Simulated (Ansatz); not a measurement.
# CdF2: the cost of one run

Program: Ansatz 0.2.0. Level of theory: DFT PBE, scalar-relativistic, plane waves, PAW. These are calculated values, not measurements.

## Step 1: Starting point

The structure is cubic, space group Fm-3m (No. 225). Conventional cell: a = 5.401 Å, b = 5.401 Å, c = 5.401 Å, α = 90.00°, β = 90.00°, γ = 90.00°. Around Cd (site symmetry m-3m) lie 8 F at 2.34 Å. Around F (site symmetry -43m) lie 4 Cd at 2.34 Å.

Structure file:

```xyz
3
Lattice="0.0000 2.7005 2.7005 2.7005 0.0000 2.7005 2.7005 2.7005 0.0000" Properties=species:S:1:pos:R:3 pbc="T T T"
Cd    0.0000    0.0000    0.0000
F     1.3503    1.3503    1.3503
F     4.0508    4.0508    4.0508
```

Source of the structure: the Materials Project (structure only).

(A quick probe on a coarse mesh, which set the mesh and smearing, is not shown.)

## Step 3: Full relaxation

input.yaml reads:

```yaml
crystal:
  lattice:
    - [0.0, 2.70051889, 2.70051889]
    - [2.70051889, 0.0, 2.70051889]
    - [2.70051889, 2.70051889, 0.0]
  atoms:
    - { symbol: Cd, position: [0.0, 0.0, 0.0] }
    - { symbol: F, position: [0.25, 0.25, 0.25] }
    - { symbol: F, position: [0.75, 0.75, 0.75] }
basis:
  ecutwfc: 420
kpoints:
  mp_grid: { grid: [8, 8, 8] }
hamiltonian:
  xc: pbe
scf:
  occupations: { method: gaussian, width: 0.02 }
output:
  forces: true
  stress: true
  eigenvalues: true
relax:
  adjacent_minimum: "off"
  f_tol: 0.005
  max_steps: 80
  cell: { stress_tol: 0.05 }
```

On the command line:

```
$ ansatz run input.yaml --threads 4 --pin off --max-ram 8192MiB --backend cpu --events-out ev --progress --plain --runs-dir out
```

**Question.** How long does this run take on 4 threads of Intel Xeon at 2.50GHz (Skylake/Cascade Lake), shared host, and how much memory does it need?

About 6.8 s, with a peak of 0.37 GiB.
